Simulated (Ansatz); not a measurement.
This script drives the Python package of Ansatz (0.2.0).

Contents of `ch3nse.xyz`:
```text
6

N    -0.89530   -0.80990   -0.25130
C     0.16270   -0.12940   -0.31250
Se    1.20580    0.04980    1.25520
H    -1.45340   -0.85410   -1.10970
H     0.50690    0.31010   -1.26060
H     0.51530    1.36960    1.63270
```

Script `ch3nse.py`:
```python
'''Adding a proton to CH3NSe.'''

import ansatz as az
import numpy as np


def main() -> None:
    system = az.Crystal.molecule_from_extxyz('ch3nse.xyz')

    job = system.calculation().basis(gaussian='def2-SVP').functional('b3lyp', dispersion='d3bj')
    symbols = [site.symbol for site in system.cartesian_sites]
    start = np.array([site.position_ang for site in system.cartesian_sites], dtype=float)
    data = job.relax(force_tolerance=0.01, max_steps=100).run().report
    end = np.array(data['positions_ang'])

    # start the new hydrogen opposite the existing bonds
    away = sum((end[0] - end[j]) / np.linalg.norm(end[0] - end[j]) for j in [1, 3]) + np.array([0.15, 0.1, -0.2])
    proton = end[0] + 1.0 * away / np.linalg.norm(away)
    acid = az.Crystal.molecule()
    for symbol, place in zip(symbols, end):
        acid = acid.atom(symbol, place.tolist())
    acid = acid.atom('H', proton.tolist())
    protonated = (
        acid.calculation()
        .basis(gaussian='def2-SVP')
        .functional('b3lyp', dispersion='d3bj')
        .charge(1)
        .relax(force_tolerance=0.01, max_steps=80)
    )
    after = protonated.run().report
    xyz = np.array(after['positions_ang'])
    reach = np.linalg.norm(xyz[:-1] - xyz[-1], axis=1)
    print(f'base {data["free_energy_ev"]:.5f} eV, protonated {after["free_energy_ev"]:.5f} eV')
    print(f'the proton ends {reach.min():.3f} A from {symbols[reach.argmin()]}{reach.argmin()}')
    print(f'electronic proton affinity {23.060548 * (data["free_energy_ev"] - after["free_energy_ev"]):.1f} kcal/mol')


if __name__ == '__main__':
    main()
```

It is started by `python ch3nse.py`. Estimate its wall time and peak memory on 1 thread of Arm Neoverse V1, on a shared host.

It took about 64 s, with a peak of 0.24 GiB, for 2 runs of the engine.

```console
$ python ch3nse.py
base -67915.91144 eV, protonated -67925.80498 eV
the proton ends 1.022 A from N0
electronic proton affinity 228.2 kcal/mol
```

Total energies depend on the basis set; only differences at equal settings carry meaning. The proton is put on one chosen atom, which needn't be the most basic site, so the molecule's proton affinity can be higher; the ends are stationary points, not checked by frequencies, and zero-point and thermal terms count only where printed. b3lyp holds the VWN-RPA fit, as in Gaussian; the form of ORCA and Turbomole is b3lyp5.
